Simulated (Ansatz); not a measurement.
# Nb4H: the cost of one run

Program: Ansatz 0.2.0. Level of theory: DFT LDA, scalar-relativistic, plane waves, PAW. These are calculated values, not measurements.

3 further runs of the same task are left out: 3 set aside as unsound or not needed.

### 1 Starting point

It takes space group Pmm2 (No. 25, orthorhombic). Conventional cell: a = 2.927 Å, b = 4.139 Å, c = 21.258 Å, α = 90.00°, β = 90.00°, γ = 90.00°. Nb (site symmetry mm2) has 7 Nb at 2.93 to 3.03 Å as nearest neighbours. Around Nb (site symmetry mm2) lie 11 Nb at 2.79 to 2.98 Å. Around Nb (site symmetry mm2) lie 2 H at 1.73 Å. Around Nb (site symmetry mm2) lie 2 H at 2.09 Å. Around H (site symmetry mm2) lie 4 Nb at 1.73 to 2.09 Å.

Structure file:

```
CELL_PARAMETERS angstrom
2.92702 0.00000 0.00000
0.00000 4.13943 0.00000
0.00000 0.00000 21.25767
ATOMIC_POSITIONS crystal
Nb 0.50000 0.50000 0.18817
Nb 0.00000 0.00000 0.25701
Nb 0.50000 0.50000 0.33064
Nb 0.00000 0.00000 0.38846
H 0.00000 0.50000 0.37434
```

This is the geometry of the first run shown, built on a cell relaxed beforehand with the same method.

### 2 The scan

Atoms count from 1 in the order of the input.

H is moved along a line over the surface and along the normal, above a rigid substrate.

The axes are (1) position of H5 along the second surface vector, from above Nb4: 6 values from 0.00 to 3.45 Å, periodic; (2) height of H5 above the plane of Nb4: 8 values from −0.30 to 3.71 Å.

Nothing else is relaxed. Points are written as (first, second).

### 3 Point (2.07 Å, −0.30 Å)

A dipole layer in the vacuum cancels the field that periodic copies would set up if the slab's two faces differ.

File input.yaml:

```yaml
crystal:
  lattice:
    - [2.9270177669, 0.0, 0.0]
    - [0.0, 4.1394282232, 0.0]
    - [0.0, 0.0, 21.2576690685]
  atoms:
    - { symbol: Nb, position: [0.5, 0.5, 0.188167385] }
    - { symbol: Nb, position: [0.0, 0.0, 0.2570135449] }
    - { symbol: Nb, position: [0.5, 0.5, 0.3306382692] }
    - { symbol: Nb, position: [0.0, 0.0, 0.3884559987] }
    - { symbol: H, position: [0.0, 0.5, 0.3743434448] }
basis:
  ecutwfc: 420
kpoints:
  mp_grid: { grid: [9, 7, 1] }
hamiltonian:
  xc: lda
scf:
  occupations: { method: gaussian, width: 0.1 }
output:
  forces: true
  eigenvalues: true
efield:
  axis: 3
  dipole_correction: true
  ramp_width: 0.04
```

Started as:

```sh
$ ansatz run input.yaml --threads 1 --pin off --max-ram 3072MiB --backend cpu --events-out ev --progress --plain --runs-dir out
```

What time and memory should one allow on 1 thread of Intel Xeon Platinum 8375C at 2.90GHz (Ice Lake), shared host?

About 20 s, with a peak of 0.47 GiB.
